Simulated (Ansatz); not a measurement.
**CH3AlFNO: a ladder of functionals and wavefunction methods**

Aim: compute CH3AlFNO with functionals from several rungs and with coupled cluster. The yardstick is the atomisation energy at the CCSD(T) limit.

The runs use Ansatz 0.2.0, Gaussian basis; functionals in def2-TZVPP, the program's frozen cores in correlated methods.

Levels to be run: LDA (SPW92), PBE-D4, revPBE-D4, BLYP-D4, r2SCAN-D4, B97M-V, PBE0-D4, B3LYP-D4, r2SCANh-D4, r2SCAN0-D4, HSE06-D4, BHLYP-D4, CAM-B3LYP-D4, LC-ωPBE, ωB97X-V, ωB97M-V, B2PLYP, PBE-QIDH; CCSD(T)/def2-SVP; CCSD(T)/def2-TZVPP; MP2/def2-QZVPP; extrapolation to the limit; RPA on PBE.

**1. The relaxed structure**

All runs share one geometry, relaxed beforehand with PBE0-D4 in a triple-zeta def2 set.

8 atoms, charge 0, spin multiplicity 1.

Atoms are counted from 1 here; the program's logs count them from 0.

Bond lengths: N1–C2 1.297 Å, N1–Al5 1.951 Å, N1–H6 1.006 Å, C2–F3 1.310 Å, C2–O4 1.257 Å, O4–Al5 1.933 Å, Al5–H7 1.579 Å, Al5–H8 1.579 Å. Angles: C2–N1–Al5 86.0°, C2–N1–H6 120.5°, Al5–N1–H6 153.5°, N1–C2–F3 123.0°, N1–C2–O4 117.6°, F3–C2–O4 119.3°, C2–O4–Al5 87.9°, N1–Al5–O4 68.5°, N1–Al5–H7 113.5°, N1–Al5–H8 113.5°, O4–Al5–H7 111.3° and more.

**2. LDA**

This LDA is Slater exchange with PW92 correlation.

in.yaml

```yaml
crystal:
  periodic: [false, false, false]
  atoms:
    - {symbol: N, position_ang: [0.407654, -0.352386, 0.799801]}
    - {symbol: C, position_ang: [-0.112448, 0.828950, 0.668519]}
    - {symbol: F, position_ang: [-0.155892, 1.702846, 1.643912]}
    - {symbol: O, position_ang: [-0.591930, 1.133480, -0.453188]}
    - {symbol: Al, position_ang: [-0.076701, -0.624209, -1.070284]}
    - {symbol: H, position_ang: [0.804094, -0.641358, 1.677854]}
    - {symbol: H, position_ang: [1.153886, -0.548164, -2.057000]}
    - {symbol: H, position_ang: [-1.336564, -1.556059, -1.265614]}
basis:
  gaussian: {orbitals: def2-TZVPP}
hamiltonian: {xc: lda}
output: {orbitals: {seedname: orbitals}}
```

Launch:

```sh
$ ansatz run in.yaml --threads 2 --pin off --events-out ev --progress --plain --max-ram 4352MiB
```

Further steps of the session: PBE-D4 (GGA); revPBE-D4 (GGA); BLYP-D4 (GGA); r2SCAN-D4 (meta-GGA); B97M-V (meta-GGA); B3LYP-D4 (hybrid); r2SCANh-D4 (hybrid); r2SCAN0-D4 (hybrid); HSE06-D4 (hybrid); BHLYP-D4 (hybrid); CAM-B3LYP-D4 (range-separated); LC-ωPBE (range-separated); ωB97X-V (range-separated); ωB97M-V (range-separated); B2PLYP (double hybrid); PBE-QIDH (double hybrid); CCSD(T) in def2-SVP; CCSD(T) in def2-TZVPP; MP2 in def2-QZVPP; RPA on PBE orbitals.

Q: Predict the results of all the runs planned. Wanted: atomisation energy, CCSD(T)/CBS; farthest beyond LDA; mean size of error, GGA; mean size of error, meta-GGA; mean size of error, hybrid; mean size of error, range-separated; mean size of error, double hybrid; gap, smallest and largest; T1 diagnostic.

**Answer**, as computed:

| quantity | value |
| --- | --- |
| atomisation energy, CCSD(T)/CBS | 31.577 eV |
| functionals within 0.158 eV (0.5 %) | revPBE-D4, PBE0-D4, B3LYP-D4, r2SCANh-D4, HSE06-D4 |
| farthest beyond LDA | BHLYP-D4 (-1.501 eV) |
| mean size of error, GGA | 0.463 eV |
| mean size of error, meta-GGA | 0.296 eV |
| mean size of error, hybrid | 0.411 eV |
| mean size of error, range-separated | 0.233 eV |
| mean size of error, double hybrid | 0.314 eV |
| gap, smallest and largest | 5.56 eV (LDA (SPW92)), 12.98 eV (LC-ωPBE) |
| T1 diagnostic | 0.0141 |
| triples share of the correlation energy | 3.7 % |

The LDA atomisation energy is off by 5.711 eV (18 %): it overbinds. PBE-D4 is off by +1.099 eV. Double hybrids carry the basis error of their MP2 part in triple zeta, and no dispersion term here, so their miss is partly the set-up's. By mean error the best rung here is range-separated (0.233 eV) and the worst beyond LDA is GGA (0.463 eV). The gap between the best rungs is small, so their order is not settled. Misses under about 0.158 eV are within the doubt on the reference itself, which lacks core-valence correlation, relativity and higher excitations. Hartree-Fock recovers 68 % of the binding; the rest is correlation. CCSD(T) in def2-SVP is off by -1.867 eV, more than most functionals: a good method in a small basis is no reference. Orbital gaps span 5.6 to 13.0 eV; exact exchange widens them.
